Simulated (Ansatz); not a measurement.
# Eu4HfAl8Zn7: a relaxation

Aim: a sound relaxation of Eu4HfAl8Zn7. The structure is shown as the input types it.

Program: Ansatz 0.2.0. Level of theory: DFT PBEsol, scalar-relativistic, plane waves, PAW; settings changed (as first typed). These are calculated values, not measurements.

2 further runs of the same task are left out: 1 that didn't finish, 1 set aside as unsound or not needed. Runs told in other sessions of the task aren't counted.

## 1. Starting point

The structure is triclinic, space group P1 (No. 1). The conventional cell has a = 5.856 Å, b = 5.856 Å, c = 11.013 Å, α = 90.00°, β = 90.00°, γ = 90.00°. Around Al (site symmetry 1) lie 3 Zn at 2.54 to 2.63 Å and 1 Hf at 2.55 Å and 4 Al at 2.89 to 2.97 Å. Around Al (site symmetry 1) lie 4 Zn at 2.55 to 2.58 Å and 4 Al at 2.93 Å. Around Al (site symmetry 1) lie 1 Hf at 2.52 Å and 3 Zn at 2.56 to 2.65 Å and 4 Al at 2.85 to 3.01 Å. Al (site symmetry 1) is surrounded by 4 Zn at 2.57 to 2.58 Å and 4 Al at 2.93 Å. Al (site symmetry 1) has 3 Zn at 2.54 to 2.64 Å and 1 Hf at 2.54 Å and 4 Al at 2.85 to 3.01 Å in its first shell of neighbours. Al (site symmetry 1) has 4 Zn at 2.56 to 2.58 Å and 4 Al at 2.93 Å in its first shell of neighbours. Around Al (site symmetry 1) lie 1 Hf at 2.55 Å and 3 Zn at 2.58 to 2.59 Å and 4 Al at 2.89 to 2.97 Å. Only part of the 20 independent sites is listed.

Structure file:

```xyz
20
Lattice="4.1405 -4.1405 0.0000 -4.1405 -4.1405 0.0000 0.0000 0.0000 -11.0131" Properties=species:S:1:pos:R:3 pbc="T T T"
Al    2.1045   -4.1209   -2.7171
Al    0.0000   -2.0703   -8.2598
Al   -2.0747   -4.1997   -2.7910
Al    0.0000   -6.2108   -8.2598
Al    0.0109   -2.0311   -2.7015
Al    2.0703   -4.1405   -8.2598
Al    0.0048   -6.2204   -2.7567
Al   -2.0703   -4.1405   -8.2598
Eu   -2.0703   -2.0703   -5.5066
Eu    0.0000   -4.1405    0.0000
Eu   -2.0703   -6.2108   -5.5066
Eu    0.0000   -8.2810  -11.0131
Hf    0.0053   -0.0066   -4.2413
Zn    2.0703   -2.0703   -9.7990
Zn    0.0000   -4.1405   -4.2924
Zn   -2.0703   -2.0703   -9.7990
Zn   -0.0013   -0.0081   -6.7530
Zn    2.0703   -2.0703   -1.2141
Zn    0.0000   -4.1405   -6.7207
Zn   -2.0703   -2.0703   -1.2141
```

## 2. Running it

input.yaml

```yaml
crystal:
  lattice:
    - [4.1405195876, -4.1405195876, 0.0]
    - [-4.1405195876, -4.1405195876, 0.0]
    - [0.0, 0.0, -11.013112328]
  atoms:
    - { symbol: Al, position: [0.7517695158, 0.2434902424, 0.2467144663] }
    - { symbol: Al, position: [0.25, 0.25, 0.75] }
    - { symbol: Al, position: [0.2566095398, 0.7576836615, 0.2534295175] }
    - { symbol: Al, position: [0.75, 0.75, 0.75] }
    - { symbol: Al, position: [0.2465888339, 0.2439543212, 0.2452950763] }
    - { symbol: Al, position: [0.75, 0.25, 0.75] }
    - { symbol: Al, position: [0.7517496574, 0.7505836739, 0.2503082535] }
    - { symbol: Al, position: [0.25, 0.75, 0.75] }
    - { symbol: Eu, position: [0.0, 0.5, 0.5], spin: 7.33 }
    - { symbol: Eu, position: [0.5, 0.5, 0.0], spin: 7.33 }
    - { symbol: Eu, position: [0.5, 1.0, 0.5], spin: 7.33 }
    - { symbol: Eu, position: [1.0, 1.0, 1.0], spin: 7.33 }
    - { symbol: Hf, position: [0.0014471371, 0.0001559986, 0.385111487] }
    - { symbol: Zn, position: [0.5, 0.0, 0.8897578388] }
    - { symbol: Zn, position: [0.5, 0.5, 0.3897578388] }
    - { symbol: Zn, position: [0.0, 0.5, 0.8897578388] }
    - { symbol: Zn, position: [0.0008114228, 0.0011351926, 0.6131780754] }
    - { symbol: Zn, position: [0.5, 0.0, 0.1102421612] }
    - { symbol: Zn, position: [0.5, 0.5, 0.6102421612] }
    - { symbol: Zn, position: [0.0, 0.5, 0.1102421612] }
basis:
  ecutwfc: 420
  xc_grid: 2
kpoints:
  mp_grid: { grid: [4, 4, 2], shift: [0.5, 0.5, 0.5] }
hamiltonian:
  xc: pbesol
scf:
  occupations: { method: gaussian, width: 0.05 }
  lower_state_search: "off"
  max_iter: 100
output:
  forces: true
  eigenvalues: true
magnetization:
  spin_polarized: true
relax:
  adjacent_minimum: "off"
  f_tol: 0.03
  max_steps: 40
  max_displacement: 2.0
```

Launch:

```bash
> ansatz run input.yaml --threads 8 --pin off --max-ram 14336MiB --backend cpu --events-out ev --progress --plain --runs-dir out
```

**Question.** How will this run end, and is anything wrong with its input?

This run ends as converged. That alone doesn't make the input a sound one.

The suspect setting: relax.max_displacement is 2.0. What could go wrong: steps too long. It still converged here, which does not make the setting sound.

To check: delete relax.max_displacement (the default then holds).
